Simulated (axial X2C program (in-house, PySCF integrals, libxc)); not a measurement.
# SbCO: bond lengths and stretches, held linear

How do method and spin–orbit coupling move the bonds and stretches of SbCO, held linear?

The runs use an in-house X2C program for linear molecules on PySCF integrals; all-electron X2C, two-component (2c) or spin-free, Sb dyall-v3z, C dyall-v3z, O dyall-av3z.

All values are calculated.

2 further runs of the same task are left out: 2 set aside as unsound or not needed.

## 1. Set-up

Contents of task.json:

```json
{"zs": [51, 6, 8], "q": 0, "bas": ["dyall-v3z", "dyall-v3z", "dyall-av3z"], "r0": [2.1, 1.15], "symm": 0, "scan": ["PBE0", "HF", "r2SCAN"], "levels": ["PBE0", "HF", "BHandHLYP"], "nst": 2}
```

Keys: zs atomic numbers; q charge; bas basis sets; r0 starting distance in Å; symm equal bonds; scan levels of the two-bond scan; levels methods; nst determinants followed.

Command:

```sh
> python solin.py task.json out
```

Masses Sb 120.904, C 12.000, O 15.995 u.

## 2. Scan at PBE0, 2c

State: Ω = 3/2 (beyond evenly filled blocks: ω = 3/2). Energies above the lowest point, from the job's result record:

```csv
r(Sb–C) (Å),r(C–O) (Å),E (meV)
1.9851,1.1193,68.55
1.9851,1.1480,19.42
1.9851,1.1767,57.53
2.0360,1.1193,40.90
2.0360,1.1480,0.00
2.0360,1.1767,46.06
2.0360,1.2054,162.90
2.0869,1.1193,53.24
2.0869,1.1480,20.14
2.0869,1.1767,73.74
2.1378,1.1480,69.61
2.1378,1.2054,261.33
```

A quadratic surface with cubic terms in each bond gives the minimum at 2.034 and 1.146 Å, force constants 2.46, 17 and coupling 0.83 mdyn/Å.

## 3. Scan at r2SCAN, 2c

State: Ω = 3/2 (beyond evenly filled blocks: ω = 3/2). Energies above the lowest point, from the job's result record:

```csv
r(Sb–C) (Å),r(C–O) (Å),E (meV)
1.9851,1.1193,88.45
1.9851,1.1480,16.01
1.9851,1.1767,30.61
2.0360,1.1193,65.01
2.0360,1.1480,0.00
2.0360,1.1767,21.71
2.0360,1.2054,114.12
2.0869,1.1193,83.24
2.0869,1.1480,25.27
2.0869,1.1767,53.73
2.1378,1.1480,81.47
2.1378,1.2054,221.27
```

A quadratic surface with cubic terms in each bond gives the minimum at 2.026 and 1.155 Å, force constants 2.66, 16.1 and coupling 0.74 mdyn/Å.

## 4. Scan at PBE0, spin-free

State: M_S = 1/2, Λ = 1 (beyond evenly filled blocks: π+α, π+β, π-α). Energies above the lowest point, from the job's result record:

```csv
r(Sb–C) (Å),r(C–O) (Å),E (meV)
1.9851,1.1193,65.84
1.9851,1.1480,15.37
1.9851,1.1767,52.15
2.0360,1.1193,42.28
2.0360,1.1480,0.00
2.0360,1.1767,44.69
2.0360,1.2054,160.16
2.0869,1.1193,59.33
2.0869,1.1480,24.80
2.0869,1.1767,76.95
2.1378,1.1480,79.60
2.1378,1.2054,268.26
```

A quadratic surface with cubic terms in each bond gives the minimum at 2.028 and 1.147 Å, force constants 2.56, 17 and coupling 0.82 mdyn/Å.

## 5. The levels side by side

| level | r(Sb–C) (Å) | r(C–O) (Å) | lower stretch (cm⁻¹) | upper stretch (cm⁻¹) |
| --- | --- | --- | --- | --- |
| PBE0, 2c | 2.034 | 1.146 | 426.5 | 2045.8 |
| r2SCAN, 2c | 2.026 | 1.155 | 442.1 | 1997.4 |
| PBE0, spin-free | 2.028 | 1.147 | 435.1 | 2043.6 |
| r2SCAN, spin-free | 2.022 | 1.156 | 448.3 | 1994.8 |

Scans not shown above were run alike.

**Reading.** Over the levels the Sb–C bond spans 2.022 to 2.034 Å and the C–O bond 1.146 to 1.156 Å. At PBE0 going from spin-free to two-component moves the bonds by +0.006 and -0.001 Å. Each state is one determinant, the lowest of a limited PBE0 search; the stretches come from a fit to few points and are good to some per cent at best. The molecule was held linear; bending was not examined, so a bent shape may lie lower. Note: functional without a current term on a determinant with orbital currents, of the molecule or an atom.
